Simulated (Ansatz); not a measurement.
**BClH₃Sb: a ladder of functionals and wavefunction methods**

One table from this session's results is given with a row withheld; the runs are named, their logs left out.

Program: Ansatz 0.2.0, Gaussian basis. Level of theory: functionals in def2-TZVPP, the program's frozen cores in correlated methods. These are calculated values, not measurements.

Plan: LDA (SPW92), PBE-D4, revPBE-D4, BLYP-D4, r2SCAN-D4, B97M-V, PBE0-D4, B3LYP-D4, r2SCANh-D4, r2SCAN0-D4, HSE06-D4, BHLYP-D4, CAM-B3LYP-D4, LC-ωPBE, ωB97X-V, ωB97M-V, B2PLYP, PBE-QIDH; CCSD(T)/def2-SVP; CCSD(T)/def2-TZVPP; MP2/def2-QZVPP; extrapolation to the limit; RPA on PBE.

## The geometry

An earlier PBE0-D4 in a triple-zeta def2 set relaxation fixed the geometry. Sb takes the def2 core potential; no spin-orbit term is included.

SMILES `Cl[BH][SbH2]`, 6 atoms, charge 0, spin multiplicity 1.

Atoms are counted from 1 here; the program's logs count them from 0.

Bond lengths: Cl1–B2 1.738 Å, B2–Sb3 2.230 Å, B2–H4 1.193 Å, Sb3–H5 1.704 Å, Sb3–H6 1.702 Å. Angles: Cl1–B2–Sb3 121.5°, Cl1–B2–H4 116.8°, Sb3–B2–H4 121.4°, B2–Sb3–H5 92.9°, B2–Sb3–H6 94.2°, H5–Sb3–H6 93.7°.

The first run:

The input, in.yaml:

```yaml
crystal:
  periodic: [false, false, false]
  atoms:
    - {symbol: Cl, position_ang: [-1.493602, -1.574878, 0.832895]}
    - {symbol: B, position_ang: [-0.104339, -0.974113, -0.020505]}
    - {symbol: Sb, position_ang: [0.827744, 0.982907, 0.502802]}
    - {symbol: H, position_ang: [0.389629, -1.702261, -0.825739]}
    - {symbol: H, position_ang: [1.081634, 1.396916, -1.130914]}
    - {symbol: H, position_ang: [-0.658866, 1.807428, 0.595361]}
basis:
  gaussian: {orbitals: def2-TZVPP}
hamiltonian: {xc: lda}
output: {orbitals: {seedname: orbitals}}
```

On the command line:

```console
$ ansatz run in.yaml --threads 2 --pin off --events-out ev --progress --plain --max-ram 4352MiB
```

Among the steps run: LDA; PBE-D4 (GGA); revPBE-D4 (GGA); BLYP-D4 (GGA); r2SCAN-D4 (meta-GGA); B97M-V (meta-GGA); PBE0-D4 (hybrid); B3LYP-D4 (hybrid); r2SCANh-D4 (hybrid); r2SCAN0-D4 (hybrid); HSE06-D4 (hybrid); BHLYP-D4 (hybrid); CAM-B3LYP-D4 (range-separated); LC-ωPBE (range-separated); ωB97X-V (range-separated); ωB97M-V (range-separated); B2PLYP (double hybrid); PBE-QIDH (double hybrid).

One of the session's tables, all rows but one given; the rest of the session is left out.

It belongs to the step «Frontier levels by functional». 

| functional | HOMO (eV) | LUMO (eV) | gap (eV) |
| --- | --- | --- | --- |
| LDA (SPW92) | -6.24 | -3.18 | 3.06 |
| PBE-D4 | -6.10 | -2.95 | 3.16 |
| revPBE-D4 | -6.06 | -2.86 | 3.20 |
| BLYP-D4 | -5.96 | -2.76 | 3.20 |
| r2SCAN-D4 | -6.35 | -2.69 | 3.66 |
| B97M-V | -6.32 | -2.69 | 3.63 |
| PBE0-D4 | -7.13 | -2.04 | 5.09 |
| B3LYP-D4 | -6.95 | -2.21 | 4.74 |
| r2SCANh-D4 | -6.73 | -2.37 | 4.36 |
| r2SCAN0-D4 | ? | ? | ? |
| HSE06-D4 | -6.75 | -2.43 | 4.32 |
| BHLYP-D4 | -8.03 | -0.99 | 7.04 |
| CAM-B3LYP-D4 | -8.35 | -0.91 | 7.45 |
| LC-ωPBE | -9.60 | 0.18 | 9.77 |
| ωB97X-V | -9.29 | 0.12 | 9.41 |
| ωB97M-V | -9.16 | -0.05 | 9.11 |

**Question.** Estimate the row for r2SCAN0-D4.

Worked estimate for «HOMO (eV)». Against the share of exact exchange, r2SCAN-D4 (0, -6.35), r2SCANh-D4 (0.1, -6.73) give a slope of -3.80 per unit share; at 0.25 the line stands at -7.30.

**Answer.** HOMO (eV): -7.30; LUMO (eV): -1.89; gap (eV): 5.40. In «HOMO (eV)» the line misses by 0.00.
